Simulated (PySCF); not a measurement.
# Kr, Kr+, Kr(2+), Kr(3+): ionisation energies in dyall-av2z

Wanted: the ionisation energy of krypton, up a ladder of methods.

Program: PySCF 2.14.0. Level of theory: unrestricted determinants in a Gaussian basis, no spin-orbit coupling in the energies. These are calculated values, not measurements, unless marked.

**1. The atom as given**

- Element: krypton (Z = 36)
- Basis: dyall-av2z (16s12p8d, 92 functions)
- Hamiltonian: no relativity, point nucleus
- State 1: Kr: [Kr], closed-shell 1S
- State 2: Kr+: [Ar] 3d10 4s2 4p5, 2P determinant
- State 3: Kr(2+): [Ar] 3d10 4s2 4p4, high-spin 3P determinant
- State 4: Kr(3+): [Ar] 3d10 4s2 4p3, high-spin 4S determinant
- Methods: CCSD(T)
- Core shells frozen in the correlated runs: valence: [Ar] 3d10 (for Kr)

Outer shells as boxes (Hund's rule):

Kr [Kr]
```
[Ar] core
3d [↑↓][↑↓][↑↓][↑↓][↑↓]
4s [↑↓]
4p [↑↓][↑↓][↑↓]
```

Kr+ [Ar] 3d10 4s2 4p5
```
[Ar] core
3d [↑↓][↑↓][↑↓][↑↓][↑↓]
4s [↑↓]
4p [↑↓][↑↓][↑ ]
```

Kr2+ [Ar] 3d10 4s2 4p4
```
[Ar] core
3d [↑↓][↑↓][↑↓][↑↓][↑↓]
4s [↑↓]
4p [↑↓][↑ ][↑ ]
```

Kr3+ [Ar] 3d10 4s2 4p3
```
[Ar] core
3d [↑↓][↑↓][↑↓][↑↓][↑↓]
4s [↑↓]
4p [↑ ][↑ ][↑ ]
```

One driver process ran all states and methods and kept the integrals in memory. Each run is shown as a PySCF script that sums up its settings (the driver passes frozen orbitals as a list and adds second-order terms of double hybrids); the logs are those of the runs themselves. The driver starts from symmetry-adapted Hartree-Fock orbitals, holds the occupation by maximum overlap and uses a logarithmic radial grid for functionals, so a plain start would take other cycles.

The integrals over 92 functions and the set-up took 0.13 s of CPU time.

**2. Kr, at CCSD(T) (valence)**

#### CCSD(T) (valence)

input.py

```python
from pyscf import gto, scf, dft, mp, cc
import basis_set_exchange as bse
mol = gto.M(atom="Kr 0 0 0", charge=0, spin=0, symmetry="D2h",
            basis=gto.basis.parse(bse.get_basis("dyall-av2z", elements=["Kr"], fmt="nwchem")))
mf = scf.UHF(mol)
mf.irrep_nelec = {'Ag': (6, 6), 'B1g': (1, 1), 'B2g': (1, 1), 'B3g': (1, 1), 'B1u': (3, 3), 'B2u': (3, 3), 'B3u': (3, 3)}
mf.kernel()
mycc = cc.CCSD(mf, frozen=14).run()
mycc.ccsd_t()
```

**3. Kr+, at CCSD(T) (valence)**

#### CCSD(T) (valence)

input.py

```python
from pyscf import gto, scf, dft, mp, cc
import basis_set_exchange as bse
mol = gto.M(atom="Kr 0 0 0", charge=1, spin=1, symmetry="D2h",
            basis=gto.basis.parse(bse.get_basis("dyall-av2z", elements=["Kr"], fmt="nwchem")))
mf = scf.UHF(mol)
mf.irrep_nelec = {'Ag': (6, 6), 'B1g': (1, 1), 'B2g': (1, 1), 'B3g': (1, 1), 'B1u': (3, 3), 'B2u': (3, 3), 'B3u': (3, 2)}
mf.kernel()
mycc = cc.CCSD(mf, frozen=14).run()
mycc.ccsd_t()
```

**4. Kr(2+): CCSD(T) (valence)**

#### CCSD(T) (valence)

input.py

```python
from pyscf import gto, scf, dft, mp, cc
import basis_set_exchange as bse
mol = gto.M(atom="Kr 0 0 0", charge=2, spin=2, symmetry="D2h",
            basis=gto.basis.parse(bse.get_basis("dyall-av2z", elements=["Kr"], fmt="nwchem")))
mf = scf.UHF(mol)
mf.irrep_nelec = {'Ag': (6, 6), 'B1g': (1, 1), 'B2g': (1, 1), 'B3g': (1, 1), 'B1u': (3, 2), 'B2u': (3, 3), 'B3u': (3, 2)}
mf.kernel()
mycc = cc.CCSD(mf, frozen=14).run()
mycc.ccsd_t()
```

**5. Kr(3+), at CCSD(T) (valence)**

#### CCSD(T) (valence)

input.py

```python
from pyscf import gto, scf, dft, mp, cc
import basis_set_exchange as bse
mol = gto.M(atom="Kr 0 0 0", charge=3, spin=3, symmetry="D2h",
            basis=gto.basis.parse(bse.get_basis("dyall-av2z", elements=["Kr"], fmt="nwchem")))
mf = scf.UHF(mol)
mf.irrep_nelec = {'Ag': (6, 6), 'B1g': (1, 1), 'B2g': (1, 1), 'B3g': (1, 1), 'B1u': (3, 2), 'B2u': (3, 2), 'B3u': (3, 2)}
mf.kernel()
mycc = cc.CCSD(mf, frozen=14).run()
mycc.ccsd_t()
```

What does the calculation give?

As calculated:

| quantity | value |
| --- | --- |
| ionisation energy, Kr | UHF 13.223, CCSD(T) (valence) 13.929 eV; reference 14.222 |
| ionisation energy, Kr+ | UHF 23.283, CCSD(T) (valence) 23.889 eV; reference 24.360 |
| ionisation energy, Kr(2+) | UHF 34.171, CCSD(T) (valence) 34.661 eV; reference 35.838 ± 0.02 |

Each level's miss (mean over 3 differences):

| method | mean absolute miss against CCSD(T) (valence) (eV) |
| --- | --- |
| UHF | 0.601 |
| MP2 (valence) | 0.054 |
| SCS-MP2 (valence) | 0.011 |
| CCSD (valence) | 0.016 |
| CCSD(T) (valence) | 0.000 |

What this shows: For the first difference the methods span 0.806 eV, from UHF (13.223) to MP2 (valence) (14.029). The reference is uncertain or not like for like (spin-orbit coupling or other relativistic terms), so no ranking of close methods is drawn. The basis is finite, and no extrapolation was made.
